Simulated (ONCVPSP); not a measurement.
**Pseudopotential generation for praseodymium: ONCV, PBE**

Do these settings give a usable potential? It is generated, then checked for transferability, scattering, ghosts and hardness.

The numbers are computed with ONCVPSP 4.0.1.1 (patched build) (PBE, scalar-relativistic, spin-unpolarised reference atom).

## (1) The atom and the settings

The settings as typed:

* element: praseodymium (Pr, Z = 59)
* type: optimised norm-conserving Vanderbilt (ONCV)
* frozen core: [Kr] 4d10
* valence charge: 13
* reference configuration: 4f3 5s2 5p6 6s2
* partial waves: 5s+6s: rc 2.70 bohr, ncon 4, nbas 8, qcut 4.6 1/bohr, 3 projectors, debl 0.7 Ha; 5p: rc 2.45 bohr, ncon 4, nbas 7, qcut 6.4 1/bohr, 2 projectors, debl 2 Ha; d scattering state at 0.13 Ha: rc 2.30 bohr, ncon 4, nbas 9, qcut 4.6 1/bohr, 3 projectors, debl 0.9 Ha; 4f: rc 1.10 bohr, ncon 4, nbas 9, qcut 15.9 1/bohr, 2 projectors, debl 1.5 Ha
* local potential: polynomial inside 1.05 bohr (lpopt 5, dvloc0 0 Ha)
* core correction: Teter function, parameters optimised by the program

## (2) The generation run

Contents of Pr.dat:

```
# ATOM AND REFERENCE CONFIGURATION
# atsym  z   nc   nv     iexc    psfile
  Pr 59.00    9    4        4      upf
#
#   n    l    f
    1    0    2.00
    2    0    2.00
    2    1    6.00
    3    0    2.00
    3    1    6.00
    3    2   10.00
    4    0    2.00
    4    1    6.00
    4    2   10.00
    4    3    3.00
    5    0    2.00
    5    1    6.00
    6    0    2.00
#
# PSEUDOPOTENTIAL AND OPTIMIZATION
# lmax
    3
#
#   l,   rc,      ep,       ncon, nbas, qcut
    0    2.70    0.00    4    8    4.60
    1    2.45    0.00    4    7    6.40
    2    2.30    0.13    4    9    4.60
    3    1.10    0.00    4    9   15.90
#
# LOCAL POTENTIAL
# lloc, lpopt,  rc(5),   dvloc0
    4    5    1.05    0.00
#
# VANDERBILT-KLEINMAN-BYLANDER PROJECTORs
# l, nproj, debl
    0    3    0.70
    1    2    2.00
    2    3    0.90
    3    2    1.50
#
# MODEL CORE CHARGE
# icmod, fcfact, rcfact
    4    0.45    0.00
#
# LOG DERIVATIVE ANALYSIS
# epsh1, epsh2, depsh
   -3.00    5.00    0.02
#
# OUTPUT GRID
# rlmax, drl
    6.00    0.01
#
# TEST CONFIGURATIONS
# ncnf
    4
# nvcnf
#   n    l    f
    4
    4    3    3.00
    5    0    2.00
    5    1    6.00
    6    0    1.00
#
    4
    4    3    3.00
    5    0    2.00
    5    1    6.00
    6    0    0.00
#
    4
    4    3    2.00
    5    0    2.00
    5    1    6.00
    6    0    0.00
#
    5
    4    3    3.00
    5    0    2.00
    5    1    6.00
    6    0    0.00
    5    2    1.00
#
```

Command:

```sh
$ oncvpsp.x < Pr.dat > Pr.out
```

Before running it: what results should come out? Wanted: cutoffs for 1 and 0.1 mHa per electron, occupied waves; bound ghosts; GHOST(+) flags; largest phase difference near zero energy, channels read; rms error of d²Exc/dn², without and with the model core; projector energies reset by the program.

As calculated:

| quantity | value |
| --- | --- |
| cutoffs for 1 and 0.1 mHa per electron, occupied waves | 103 Ha and 485 Ha |
| bound ghosts | s at -95.05 eV |
| GHOST(+) flags | p at 32 eV |
| largest phase difference near zero energy, channels read | 0.001 rad |
| rms error of d²Exc/dn², without and with the model core | 10.71 and 1.57 mHa |
| projector energies reset by the program | d: 0.050, 0.950, 1.850 Ha |

**Reading.** A bound ghost (s) makes it unfit for use: electrons can fall into a state that the atom doesn't have. The potential is very hard: the looser tolerance needs 103 Ha. The tighter tolerance needs 485 Ha, and converged work needs a cutoff nearer that. At the looser tolerance the 4f wave is the slowest; 5p needs 10 Ha. Near zero energy the phases of the channels with partial waves agree within 0.001 rad. The program also flags highly localised states, GHOST(+) (p). These are tests on the free atom; a crystal test is still owed.
